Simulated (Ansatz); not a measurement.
**ClH₃OSiSn: up Jacob's ladder to CCSD(T)**

One table from this session's results is given with a row withheld; the runs are named, their logs left out.

Computed with Ansatz 0.2.0, Gaussian basis. Level: functionals in def2-TZVPP, the program's frozen cores in correlated methods.

Levels to be run: LDA (SPW92), PBE-D4, revPBE-D4, BLYP-D4, r2SCAN-D4, B97M-V, PBE0-D4, B3LYP-D4, r2SCANh-D4, r2SCAN0-D4, HSE06-D4, BHLYP-D4, CAM-B3LYP-D4, LC-ωPBE, ωB97X-V, ωB97M-V, B2PLYP, PBE-QIDH; CCSD(T)/def2-SVP; CCSD(T)/def2-TZVPP; MP2/def2-QZVPP; extrapolation to the limit; RPA on PBE.

## The relaxed structure

All runs share one geometry, relaxed beforehand with PBE0-D4 in a triple-zeta def2 set. Sn takes the def2 core potential; no spin-orbit term is included.

SMILES `[SiH3][O][Sn][Cl]`, 7 atoms, charge 0, spin multiplicity 1.

Atoms are counted from 1 here; the program's logs count them from 0.

Bond lengths: Si1–O2 1.642 Å, Si1–H5 1.487 Å, Si1–H6 1.487 Å, Si1–H7 1.487 Å, O2–Sn3 1.963 Å, Sn3–Cl4 2.379 Å. Angles: O2–Si1–H5 111.1°, O2–Si1–H6 108.3°, O2–Si1–H7 111.0°, H5–Si1–H6 108.8°, H5–Si1–H7 108.8°, H6–Si1–H7 108.8°, Si1–O2–Sn3 140.0°, O2–Sn3–Cl4 96.9°.

The first run:

in.yaml

```yaml
crystal:
  periodic: [false, false, false]
  atoms:
    - {symbol: Si, position_ang: [0.025077, 0.948685, 0.131943]}
    - {symbol: O, position_ang: [-0.000807, -0.428090, 1.026735]}
    - {symbol: Sn, position_ang: [-0.034821, -2.376510, 0.787382]}
    - {symbol: Cl, position_ang: [-0.028191, -2.372791, -1.591850]}
    - {symbol: H, position_ang: [-1.175555, 1.041667, -0.741219]}
    - {symbol: H, position_ang: [0.032286, 2.109484, 1.061034]}
    - {symbol: H, position_ang: [1.243111, 1.009454, -0.719726]}
basis:
  gaussian: {orbitals: def2-TZVPP}
hamiltonian: {xc: lda}
output: {orbitals: {seedname: orbitals}}
```

Among the steps run: LDA; PBE-D4 (GGA); revPBE-D4 (GGA); BLYP-D4 (GGA); r2SCAN-D4 (meta-GGA); B97M-V (meta-GGA); PBE0-D4 (hybrid); B3LYP-D4 (hybrid); r2SCANh-D4 (hybrid); r2SCAN0-D4 (hybrid); HSE06-D4 (hybrid); BHLYP-D4 (hybrid); CAM-B3LYP-D4 (range-separated); LC-ωPBE-D4 (range-separated; the results give it without D4); ωB97X-V (range-separated); ωB97M-V (range-separated); B2PLYP (double hybrid); PBE-QIDH (double hybrid).

One of the session's tables, all rows but one given; the rest of the session is left out.

It belongs to the step «Orbital energies across the functionals». 

| functional | HOMO (eV) | LUMO (eV) | gap (eV) |
| --- | --- | --- | --- |
| LDA (SPW92) | -7.22 | -3.70 | 3.51 |
| PBE-D4 | -7.03 | -3.45 | 3.58 |
| revPBE-D4 | -6.97 | -3.36 | 3.61 |
| BLYP-D4 | -6.90 | -3.38 | 3.52 |
| r2SCAN-D4 | -7.35 | -3.40 | 3.95 |
| B97M-V | -7.27 | -3.44 | 3.83 |
| PBE0-D4 | ? | ? | ? |
| B3LYP-D4 | -7.97 | -3.02 | 4.95 |
| r2SCANh-D4 | -7.76 | -3.14 | 4.62 |
| r2SCAN0-D4 | -8.36 | -2.76 | 5.61 |
| HSE06-D4 | -7.75 | -3.15 | 4.61 |
| BHLYP-D4 | -9.10 | -2.08 | 7.02 |
| CAM-B3LYP-D4 | -9.40 | -1.88 | 7.52 |
| LC-ωPBE | -10.60 | -0.79 | 9.81 |
| ωB97X-V | -10.31 | -0.89 | 9.42 |
| ωB97M-V | -10.24 | -1.04 | 9.19 |

Q: Estimate the row for PBE0-D4 from the others.

As computed: HOMO (eV): -8.15; LUMO (eV): -2.78; gap (eV): 5.36. In the column «HOMO (eV)» it lies between r2SCAN0-D4 (-8.36) and B3LYP-D4 (-7.97).
